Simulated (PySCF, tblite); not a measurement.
# C₄H₈BF₃P radical: geometry, infrared bands and EPR parameters

Aim: predict the infrared bands and EPR parameters of C₄H₈BF₃P radical (`FC(F)(F)CCCB[PH]`).

Computed with tblite 0.8.0 and PySCF 2.14.0, with density-fitted response routines of our own, on a single molecule in the gas phase. Atoms are numbered from 0 throughout.

**1. The molecule as given**

17 atoms, charge 0, multiplicity 2; geometry from: force field or distance geometry start.

Bonds of the start (Å): F0–C1 1.36, C1–F2 1.38, C1–F3 1.37, C1–C4 1.51, C4–C5 1.51, C5–C6 1.51, C6–B7 1.59, B7–P8 1.89, C4–H9 1.11, C4–H10 1.11, C5–H11 1.11, C5–H12 1.10, C6–H13 1.11, C6–H14 1.11, B7–H15 1.21, P8–H16 1.43.

**2. Optimising the geometry with GFN2-xTB**

The job: settings as JSON, then the geometry in Å.

```
{"job": {"kind": "relax", "xc": "GFN2-xTB", "basis": "xTB"}, "charge": 0, "multiplicity": 2}
F      1.924500     1.618100    -0.926500
C      2.180300     0.931000     0.219900
F      1.779200     1.658200     1.325800
F      3.533200     0.765900     0.323400
C      1.377700    -0.347900     0.265500
C     -0.086300     0.035300     0.203500
C     -0.882900    -1.242100     0.231200
B     -2.399900    -0.752000     0.181600
P     -2.827200     0.982900    -0.443800
H      1.559100    -0.933700     1.193000
H      1.590300    -0.909600    -0.670600
H     -0.391300     0.609400     1.098400
H     -0.354300     0.554700    -0.724900
H     -0.684400    -1.821300     1.160200
H     -0.643700    -1.917400    -0.612800
H     -3.049100    -1.079700     1.147900
H     -2.632500     1.860200     0.667700
```

On the command line:

```
$ OMP_NUM_THREADS=1 python probes_run.py task.json out
```

One launch serves the whole session: the jobs run in the order shown.

**Question.** This job is followed by: GFN2-xTB harmonic vibrations, gas phase; UKS B3LYP, pcH-1 on B C F H P, non-relativistic, mean-field spin-orbit, GIAO. What will the session give for the following? strongest single infrared mode (GFN2-xTB); zero-point energy (GFN2-xTB); g(iso) (B3LYP); ⟨S²⟩; largest a(iso) (averaged by class); surface potential, 1st and 99th percentile.

The runs gave:

| quantity | value |
| --- | --- |
| strongest single infrared mode (GFN2-xTB) | 1042 cm⁻¹, 211 km/mol |
| zero-point energy (GFN2-xTB) | 73.0 kcal/mol |
| g(iso) (B3LYP) | 2.01137 |
| ⟨S²⟩ | 0.753 (exact 0.75) |
| largest a(iso) (averaged by class) | 31P on P8, 143.7 MHz |
| surface potential, 1st and 99th percentile | -0.72 V and 1.15 V |

What this shows: Over 112 steps the energy fell by 1.078 eV; of the close pairs, C1–F2 changed most, 1.383 to 1.342 Å. No mode is imaginary among the 45: a minimum at this level. The strongest single mode, at 1042 cm⁻¹, moves mainly C1. Unscaled tight-binding wavenumbers are off by several per cent, some by more. Its intensities can rank the bands wrongly. Most of the unpaired spin sits on P8 (0.89 e). The isotropic g lies 9.1 ppt above the free-electron value.
